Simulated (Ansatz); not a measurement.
**InP: from bands to localised orbitals**

Aim: build maximally localised Wannier functions for InP from several sets of trial orbitals, and check spreads and centres, and how well the models interpolate the bands. The runs, in order: PBE, anion s p, 6×6×6; PBE, anion s p, 4×4×4; PBE, anion p, 6×6×6; PBE, all s p, disentangled, 6×6×6; PBE, cation s and anion p, disentangled, 6×6×6; r2SCAN, anion s p, 6×6×6; r2SCAN, cation s and anion p, disentangled, 6×6×6; r2SCAN, all s p, disentangled, 6×6×6; HSE06, anion s p, 6×6×6; HSE06, cation s and anion p, disentangled, 6×6×6 (level, trial orbitals, Wannier mesh).

The COD entry's cell or inner coordinates are ideal or old and differ from later refinements, so a difference from it is no clean test against experiment.

Computed with Ansatz 0.2.0 (plane waves, PAW, unless a step's input says otherwise).

1 further run of the same task is left out (it didn't finish).

## 1. The starting structure

The structure is cubic, space group F-43m (No. 216). Conventional cell: a = 5.908 Å, b = 5.908 Å, c = 5.908 Å, α = 90.00°, β = 90.00°, γ = 90.00°. In (site symmetry -43m) is surrounded by 4 P at 2.56 Å. P (site symmetry -43m) has 4 In at 2.56 Å as nearest neighbours.

Structure file:

```xyz
2
Lattice="0.0000 2.9538 2.9538 2.9538 0.0000 2.9538 2.9538 2.9538 0.0000" Properties=species:S:1:pos:R:3 pbc="T T T"
In    0.0000    0.0000    0.0000
P     1.4769    1.4769    1.4769
```

The cell was relaxed beforehand with r2SCAN; those runs aren't shown. No run includes spin-orbit coupling, which matters for In.

## 2. PBE, anion s p, 6×6×6

The input, input.yaml:

```yaml
crystal:
  lattice:
    - [0.0, 2.9538133483, 2.9538133483]
    - [2.9538133483, 0.0, 2.9538133483]
    - [2.9538133483, 2.9538133483, 0.0]
  atoms:
    - { symbol: In, position: [0.0, 0.0, 0.0] }
    - { symbol: P, position: [0.25, 0.25, 0.25] }
kpoints:
  mp_grid: { grid: [6, 6, 6] }
  band_path:
    path:
      - [[0.0, 0.0, 0.0], [-0.5, -0.5, -2.104518176039e-33], [-0.375, -0.375, 0.25]]
      - [[-0.375, -2.297918437267e-17, 0.375], [0.0, 0.0, 0.0], [2.07825647955e-18, 2.07825647955e-18, 0.5], [-0.5, -0.25, 0.25], [-0.5, -0.5, -2.104518176039e-33]]
    npoints: 10
hamiltonian:
  xc: pbe
scf:
  occupations: { method: fixed }
  n_extra_bands: 6
output:
  forces: false
  stress: false
  eigenvalues: true
  wannier:
    kmesh: [6, 6, 6]
    projections: [{ species: P, l: s, shell: 3 }, { species: P, l: p, shell: 3 }]
    minimise: true
    write_hr: true
    conv_tol: 1.0e-08
    max_iter: 3000
  write_density: true
  write_potential: true
  elf: true
  volumetric_format: npy
```

Started as:

```
$ ansatz run input.yaml --threads 4 --pin off --max-ram 3686MiB --backend cpu --events-out ev --progress --plain --runs-dir out
```

After this run come: PBE, anion s p, 4×4×4; PBE, anion p, 6×6×6; PBE, all s p, disentangled, 6×6×6; PBE, cation s and anion p, disentangled, 6×6×6; r2SCAN, anion s p, 6×6×6; r2SCAN, cation s and anion p, disentangled, 6×6×6; r2SCAN, all s p, disentangled, 6×6×6; HSE06, anion s p, 6×6×6; HSE06, cation s and anion p, disentangled, 6×6×6.

Before running them: what should the planned runs give, taken together? Wanted: total spread, PBE, anion s p, 6×6×6; total spread, PBE, anion s p, 4×4×4; total spread, PBE, anion p, 6×6×6; total spread, PBE, all s p, disentangled, 6×6×6; total spread, PBE, cation s and anion p, disentangled, 6×6×6; total spread, r2SCAN, anion s p, 6×6×6; total spread, r2SCAN, cation s and anion p, disentangled, 6×6×6; total spread, r2SCAN, all s p, disentangled, 6×6×6; total spread, HSE06, anion s p, 6×6×6.

The runs gave:

| quantity | value |
| --- | --- |
| total spread, PBE, anion s p, 6×6×6 | 8.63 Å² over 4 functions |
| total spread, PBE, anion s p, 4×4×4 | 7.51 Å² over 4 functions |
| total spread, PBE, anion p, 6×6×6 | 9.93 Å² over 3 functions |
| total spread, PBE, all s p, disentangled, 6×6×6 | 13.18 Å² over 8 functions |
| total spread, PBE, cation s and anion p, disentangled, 6×6×6 | 11.89 Å² over 4 functions |
| total spread, r2SCAN, anion s p, 6×6×6 | 8.43 Å² over 4 functions |
| total spread, r2SCAN, cation s and anion p, disentangled, 6×6×6 | 11.52 Å² over 4 functions |
| total spread, r2SCAN, all s p, disentangled, 6×6×6 | 14.00 Å² over 8 functions |
| total spread, HSE06, anion s p, 6×6×6 | 8.18 Å² over 4 functions |
| total spread, HSE06, cation s and anion p, disentangled, 6×6×6 | 11.93 Å² over 4 functions |
| centres of the first set | 0.91 Å from the nearest atom |

**Reading.** With PBE, anion s p, 6×6×6 the 4 functions move off the atoms, with a mean spread of 2.16 Å²; 92 % of the total is gauge invariant. The total spread goes from 7.51 Å² on 4×4×4 to 8.63 Å² on 6×6×6: finite differences in k understate it on coarse meshes, while the largest miss of a band goes from 0.44 to 0.23 eV. On one set and mesh the functional gives 8.63 (PBE), 8.43 (r2SCAN), 8.18 (HSE06) Å². The disentangled models miss some band by up to 1.2 eV, which may lie outside their frozen windows.
